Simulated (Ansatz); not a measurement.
# CH4FNOSi: basis-set convergence

The task here is to estimate one member of a computed series from the others.

Program: Ansatz 0.2.0, Gaussian basis. Level of theory: one geometry, several basis sets. These are calculated values, not measurements.

Plan: PBE0-D4/def2-SVP; ωB97M-V/def2-SVP; PBE0-D4/def2-QZVPP; ωB97M-V/def2-QZVPP; the functionals' def2-TZVPP values are taken from earlier runs.

**The geometry**

The geometry comes from an earlier relaxation with PBE0-D4 in a triple-zeta def2 set; it is a stationary point, not always the lowest conformer.

SMILES `NC1(F)O[SiH2]1`, 9 atoms, charge 0, spin multiplicity 1.

Atoms are counted from 1 here; the program's logs count them from 0.

Bond lengths: N1–C2 1.397 Å, N1–H6 1.016 Å, N1–H7 1.011 Å, C2–F3 1.382 Å, C2–O4 1.415 Å, C2–Si5 1.820 Å, O4–Si5 1.681 Å, Si5–H8 1.477 Å, Si5–H9 1.478 Å. Angles: C2–N1–H6 110.9°, C2–N1–H7 111.4°, H6–N1–H7 109.7°, N1–C2–F3 113.3°, N1–C2–O4 113.5°, N1–C2–Si5 125.7°, F3–C2–O4 109.6°, F3–C2–Si5 119.0°, O4–C2–Si5 61.1°, C2–O4–Si5 71.4°, C2–Si5–O4 47.5°, C2–Si5–H8 121.5°, C2–Si5–H9 123.0°, O4–Si5–H8 115.8°, O4–Si5–H9 116.5°, H8–Si5–H9 114.1°.

Set-up of the first run:

in.yaml reads:

```yaml
crystal:
  periodic: [false, false, false]
  atoms:
    - {symbol: N, position_ang: [-0.472540, 0.840242, 1.135444]}
    - {symbol: C, position_ang: [-0.127613, 0.403549, -0.146174]}
    - {symbol: F, position_ang: [-0.110352, 1.417911, -1.084020]}
    - {symbol: O, position_ang: [-0.930651, -0.662771, -0.614135]}
    - {symbol: Si, position_ang: [0.666674, -1.183724, -0.548637]}
    - {symbol: H, position_ang: [-1.419214, 1.207951, 1.149974]}
    - {symbol: H, position_ang: [0.171585, 1.542797, 1.471341]}
    - {symbol: H, position_ang: [1.324524, -1.407965, -1.852194]}
    - {symbol: H, position_ang: [0.985989, -2.204190, 0.471401]}
basis:
  gaussian: {orbitals: def2-SVP}
hamiltonian: {xc: pbe0, dispersion: d4}
output: {orbitals: {seedname: orbitals}}
```

Started as:

```bash
$ ansatz run in.yaml --threads 2 --pin off --events-out ev --progress --plain --max-ram 4352MiB
```

Among the steps run: PBE0-D4 in def2-SVP; ωB97M-V in def2-SVP; PBE0-D4 in def2-QZVPP; ωB97M-V in def2-QZVPP.

One table of the session follows, with a row left open; its other results are not shown here.

It belongs to the step «Functionals by basis». 

```
functional       basis  HOMO (eV)
   PBE0-D4    def2-SVP      -7.30
   PBE0-D4  def2-TZVPP      -7.45
   PBE0-D4  def2-QZVPP          ?
   ωB97M-V    def2-SVP      -9.53
   ωB97M-V  def2-TZVPP      -9.71
   ωB97M-V  def2-QZVPP      -9.76
```

Q: Estimate the row for PBE0-D4, def2-QZVPP from the others.

**Answer.** HOMO (eV): -7.50. In the column «HOMO (eV)» it lies between ωB97M-V, def2-SVP (-9.53) and PBE0-D4, def2-TZVPP (-7.45).
